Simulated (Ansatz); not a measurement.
Run this with the Python package of Ansatz (0.2.0) and show what comes out.

`run_vcrelax.py`
```python
'''Cell relaxation of TiOs.'''

from collections import defaultdict
import json

import ansatz as az
from ase import Atoms
from ase.data import atomic_numbers
from ase.neighborlist import neighbor_list
import numpy as np
import spglib

def edges_and_angles(cell):
    cell = np.asarray(cell)
    a, b, c = np.linalg.norm(cell, axis=1)
    cosines = cell[1] @ cell[2] / (b * c), cell[0] @ cell[2] / (a * c), cell[0] @ cell[1] / (a * b)
    return (a, b, c, *np.degrees(np.arccos(cosines)))

lattice = az.Lattice.of(
    [3.08, 0.0, 0.0],
    [0.0, 3.08, 0.0],
    [0.0, 0.0, 3.08],
)
sites = [
    ('Ti', [0.5, 0.5, 0.5]),
    ('Os', [0.0, 0.0, 0.0]),
]
tios = az.Crystal(lattice=lattice)
for symbol, position in sites:
    tios = tios.atom(symbol, position)

# edges free, angles fixed
calc = (
    tios.calculation()
    .functional(az.Functional.PBESOL, dispersion='D3(BJ)')
    .basis(320, xc_grid=1)
    .kpoints(mesh=(6, 6, 6))
    .occupations(az.OccupationsMethod.FERMI_DIRAC)
    .eigensolver('davidson')
    .initial_density(normalization='cell')
    .scf(max_iterations=150)
    .relax(force_tolerance=0.001, fix_cell=['angles'])
    .density_of_states(energy_step=0.1, method='smearing', broadening_width=0.15, projected=True)
)
res = calc.run(events_out='tios.ndjson')
with open('tios.ndjson') as stream:
    events = [json.loads(line) for line in stream]
steps = [e['data'] for e in events if e['event'] == 'relax_step']
r = res.report
print('step   energy (eV)     max comp. (eV/A)   P (GPa)  SCF')
for s in steps:
    print(f'{s["step"]:4d} {s["lagrangian_ev"]:15.5f} {s["allowed_force_max_ev_ang"]:12.4f} {s["pressure_gpa"]:10.3f} {s["n_scf"]:5d}')

first, last = steps[0], steps[-1]
symbols = [site.symbol for site in res.lattice.sites]
print(f'energy gained {first["lagrangian_ev"] - last["lagrangian_ev"]:.4f} eV in {len(steps) - 1} steps')
for label, vectors in (('before', first['cell_ang']), ('after', res.lattice.cell_ang)):
    print(label, 'a b c (A) {:.4f} {:.4f} {:.4f}  angles {:.2f} {:.2f} {:.2f}'.format(*edges_and_angles(vectors)), f' V = {abs(np.linalg.det(vectors)):.3f} A^3')
print('final stress xx yy zz (GPa, compression positive):', np.round(np.diag(r['stress_gpa']), 3) + 0.0)

fractions = [site.position_frac for site in res.lattice.sites]
numbers = [atomic_numbers[s] for s in symbols]
for tolerance in (1e-3, 1e-2, 1e-1):
    print(f'space group at {tolerance} A:', spglib.get_spacegroup((res.lattice.cell_ang, fractions, numbers), symprec=tolerance))

final = Atoms(symbols, positions=last['positions_ang'], cell=res.lattice.cell_ang, pbc=True)
i, j, d = neighbor_list('ijd', final, 4.5)
print('neighbours within 1.1 times the shortest distance of each atom (A)')
for atom in range(len(final)):
    near = [m for m in np.argsort(d) if i[m] == atom]
    shell = [m for m in near if d[m] < 1.1 * d[near[0]]]
    print(f'{symbols[atom]}{atom} ({len(shell)}):', ', '.join(f'{symbols[j[m]]} {d[m]:.3f}' for m in shell))

print('relaxed fractional positions')
for site in res.lattice.sites:
    print(f'  {site.symbol:2s}', ' '.join(f'{v % 1:8.5f}' for v in np.round(site.position_frac, 5)))

change = np.array(last['positions_ang']) @ np.linalg.inv(last['cell_ang']) - np.array(first['positions_ang']) @ np.linalg.inv(first['cell_ang'])
moved = np.linalg.norm(change @ np.array(last['cell_ang']), axis=1)
print('displacement within the cell, strain taken out (A):', ' '.join(f'{s}:{d:.3f}' for s, d in zip(symbols, moved)))

print('%-22s %14.5f eV' % ('F = E - TS', r['free_energy_ev']))
print('%-22s %14.5f eV' % ('E', r['internal_energy_ev']))
print('%-22s %14.5f eV' % ('Harris-Foulkes', r['harris_foulkes_ev']))
print('%-22s %14.5f eV' % ('Fermi level', r['fermi_energy_ev']))

dos = res.density_of_states()
energy = np.asarray(dos.energies_ev) - dos.fermi_ev
projected = res.projected_density_of_states()
by_shell = defaultdict(float)
for site in projected.sites:
    for shell in site.shells:
        for part in shell.curves:
            by_shell[f'{site.species} {"spdf"[shell.l]}'] += np.sum(part.g_bin_mean_per_ev, axis=0)
print('E - E_F  ' + ' '.join(f'{name:>7s}' for name in by_shell))
for e in np.arange(-5, 5 + 0.1, 1.0):
    print(f'{e:7.1f}  ' + ' '.join(f'{np.interp(e, energy, curve):7.3f}' for curve in by_shell.values()))
```

```console
$ python run_vcrelax.py
DeckWarning: basis.ecutwfc = 320 eV is below the records' recommended 420 eV, and the density's cutoff is lower with it unless basis.ecutrho_ratio is high enough to keep the records' density cutoff: compare with a run at a higher cutoff
step   energy (eV)     max comp. (eV/A)   P (GPa)  SCF
   1    -13727.58536       0.0000    -12.165     9
   2    -13727.61579       0.0000     24.273     6
   3    -13727.67070       0.0000     -0.793    10
   4    -13727.67370       0.0000      0.027     6
   5    -13727.63692       0.0000     -1.987     7
   6    -13727.64480       0.0000     -0.058     6
   7    -13727.64500       0.0000      0.000     6
   8    -13727.63418       0.0000     -0.252     6
   9    -13727.63511       0.0000     -0.014     6
  10    -13727.63511       0.0000     -0.029     8
energy gained 0.0498 eV in 9 steps
before a b c (A) 3.0800 3.0800 3.0800  angles 90.00 90.00 90.00  V = 29.218 A^3
after a b c (A) 3.0323 3.0323 3.0323  angles 90.00 90.00 90.00  V = 27.881 A^3
final stress xx yy zz (GPa, compression positive): [-0.029 -0.029 -0.029]
space group at 0.001 A: Pm-3m (221)
space group at 0.01 A: Pm-3m (221)
space group at 0.1 A: Pm-3m (221)
neighbours within 1.1 times the shortest distance of each atom (A)
Ti0 (8): Os 2.626, Os 2.626, Os 2.626, Os 2.626, Os 2.626, Os 2.626, Os 2.626, Os 2.626
Os1 (8): Ti 2.626, Ti 2.626, Ti 2.626, Ti 2.626, Ti 2.626, Ti 2.626, Ti 2.626, Ti 2.626
relaxed fractional positions
  Ti  0.50000  0.50000  0.50000
  Os  0.00000  0.00000  0.00000
displacement within the cell, strain taken out (A): Ti:0.000 Os:0.000
F = E - TS               -13727.63511 eV
E                        -13727.61839 eV
Harris-Foulkes           -13727.63511 eV
Fermi level                  21.46302 eV
E - E_F     Ti s    Ti p    Ti d    Os s    Os p    Os d
   -5.0    0.163   0.013   0.594   0.217   0.007   1.353
   -4.0    0.104   0.019   0.479   0.034   0.011   1.699
   -3.0    0.005   0.014   0.577   0.076   0.004   1.416
   -2.0    0.044   0.012   0.363   0.159   0.006   1.423
   -1.0    0.026   0.002   0.149   0.000   0.001   0.347
    0.0    0.003   0.001   0.228   0.000   0.001   0.081
    1.0    0.027   0.000   1.722   0.023   0.005   0.886
    2.0    0.023   0.002   2.182   0.025   0.002   1.021
    3.0    0.024   0.000   2.229   0.000   0.000   0.256
    4.0    0.000   0.000   0.012   0.000   0.000   0.005
    5.0    0.000   0.000   0.000   0.000   0.000   0.000
```
(Warnings from the package without file and line.)

Caveats:
- These settings explore the input space; cutoff and mesh may be short of convergence.
- The cutoff lies under the one recommended for these potentials.
- The run is spin-unpolarised.
- Forces vanish by symmetry, so the ions can't move, and the end may be a saddle.
- Under the recommended cutoff a pressure can be off by several GPa, even in sign.
- Dispersion corrections can be off by several per cent in the lattices of metals, and by several GPa in the pressure at a fixed cell.
- The mesh is modest for a metal, so energies can be off by several to tens of meV an atom and pressures by half a GPa or more; differences at equal mesh fare better.
- The zero of the levels is a convention of the potentials, so an absolute Fermi energy is no work function.
- Projections exist only for the shells that the potentials hold, some of them semicore, and samples at single energies can miss narrow peaks.
- Energies along a relaxation are free energies. Rows at an unchanged volume are solved on a plane-wave basis chosen afresh for that cell, so the energy jumps there and such rows are no steps of the walk.
- Spin-orbit coupling, which matters for elements this heavy, is left out.
- The structure is a deposited one; some such entries were measured under pressure or heat, so a shift against it needn't be the functional's error alone.
- The computed bands are complete only to about 1.9 eV above the Fermi level; beyond that the density of states is undercounted.
- Hardware and time: 7.7 s on 1 thread of Arm Neoverse V2 (shared host), peak memory 0.38 GiB.

(Lines on the test bed's own set-up are left out of the output.)
